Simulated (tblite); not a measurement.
# C9H7F3OSe: excited states

Computed with tblite 0.8.0 and PySCF 2.14.0 and routines of our own; the level stands in each step. Atoms count from 0.

## 1. The system as given

21 atoms, charge 0, multiplicity 1; geometry from: force field or distance geometry start.

## 2. Optimising the geometry with GFN2-xTB

Job settings and geometry (Å):

```
{"job": {"kind": "relax", "xc": "GFN2-xTB", "basis": "xTB"}, "charge": 0, "multiplicity": 1}
C      3.458300     1.077600    -0.157300
Se     3.106100    -0.841900     0.013000
C      1.194200    -1.024500     0.111700
C      0.560200    -0.407900     1.197300
C     -0.719100     0.133600     1.262900
C     -1.692500     0.142300     0.241200
C     -2.666400     1.266500     0.253700
F     -3.934000     0.761700     0.389400
F     -2.440500     2.108200     1.342000
F     -2.531700     2.076200    -0.849800
C     -1.789000    -0.814700    -0.751200
O     -2.931000    -0.916900    -1.266300
C     -0.798200    -1.666000    -1.232000
C      0.566500    -1.722800    -0.908600
H      2.695800     1.561400     0.544000
H      3.190100     1.451300    -1.157000
H      4.484100     1.351600     0.132600
H      1.161300    -0.390600     2.104500
H     -1.018100     0.626400     2.192200
H     -1.097400    -2.393800    -1.984400
H      1.192600    -2.361100    -1.478400
```

Command:

```sh
> OMP_NUM_THREADS=1 python excited_run.py task.json out
```

The driver reads the jobs from task.json and runs them one after another.

**Question.** How long does this first job take on 1 thread of Intel Xeon Platinum 8259CL at 2.50GHz, shared host, and how much memory does it need?

About 3.7 s, with a peak of 0.18 GiB.
